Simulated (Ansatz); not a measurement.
BrF2H2NTi, SMILES [NH2][Ti]([F])([F])[Br], a ladder of methods at one geometry

With the Python package of Ansatz (0.2.0).

At the Python prompt:
```pycon
>>> from dataclasses import dataclass
>>> from pathlib import Path
>>> import warnings
>>> import ansatz
>>> import numpy as np
>>> @dataclass(frozen=True)
... class Options:
...     basis: str = "def2-SVP"
...
>>> opts = Options()
>>> warnings.simplefilter("ignore", ansatz.DeckWarning)
>>> geometry_ang = [
...     ("N", (-0.7415, 0.4539, 1.0536)),
...     ("Ti", (0.5307, -0.2951, -0.3128)),
...     ("F", (2.0484, -0.9492, 0.6022)),
...     ("F", (-0.232, -1.7241, -1.2644)),
...     ("Br", (1.2278, 1.4752, -1.9514)),
...     ("H", (-1.3455, 1.2363, 0.5291)),
...     ("H", (-1.4267, -0.265, 1.2981)),
... ]
>>> molecule = ansatz.Crystal.molecule()
>>> for symbol, xyz in geometry_ang:
...     molecule = molecule.atom(symbol, xyz)
...
>>> base = molecule.calculation().basis(gaussian=opts.basis)
>>> print("functional    E (Ha)        dipole (D)   HOMO (eV)  LUMO (eV)")
functional    E (Ha)        dipole (D)   HOMO (eV)  LUMO (eV)
>>> for name in ["pbe", "r2scan", "lc_wpbe", "r2scan0"]:
...     summary = base.functional(name).forces().orbitals().run(runs_dir="runs").report
...     lines = Path(summary["orbitals_path"]).read_text().splitlines()
...     field_of = lambda key: [line.split("=")[1].strip() for line in lines if line.startswith(key)]
...     orbitals = [(27.211386 * float(e), s, float(n)) for e, s, n in zip(field_of("Ene="), field_of("Spin="), field_of("Occup="))]
...     homo = max(e for e, _, n in orbitals if n > 0.5)
...     lumo = min(e for e, _, n in orbitals if n < 0.5)
...     dipole = 4.803205 * np.linalg.norm(summary["charge_distribution"]["dipole_moment_e_ang"])
...     print(f"{name:10s} {summary['free_energy_ev'] / 27.211386246:14.6f} {dipole:9.3f} {homo:11.3f} {lumo:10.3f}")
...
pbe          -3678.011741     2.791      -7.193     -4.686
r2scan       -3678.717574     2.990      -7.678     -4.842
lc_wpbe      -3678.139807     3.149     -11.504     -1.974
r2scan0      -3678.617360     3.211      -9.131     -4.130
```

What to keep in mind:
- Total energies depend on the basis set; only differences at equal settings carry meaning.
- The geometry is a force-field or estimated start, not a minimum of this method, and the basis set is short of its limit. A lower total doesn't mark the better method: functionals have no common bound, and MP2 and coupled cluster aren't variational.
- Levels such as HOMO and LUMO are orbital energies: with these approximate functionals they aren't the ionisation energy and electron affinity, and their gap isn't the fundamental gap.
- Run time: 35 s on 1 thread of Arm Neoverse V2, with other jobs on the host, peak memory 0.39 GiB.
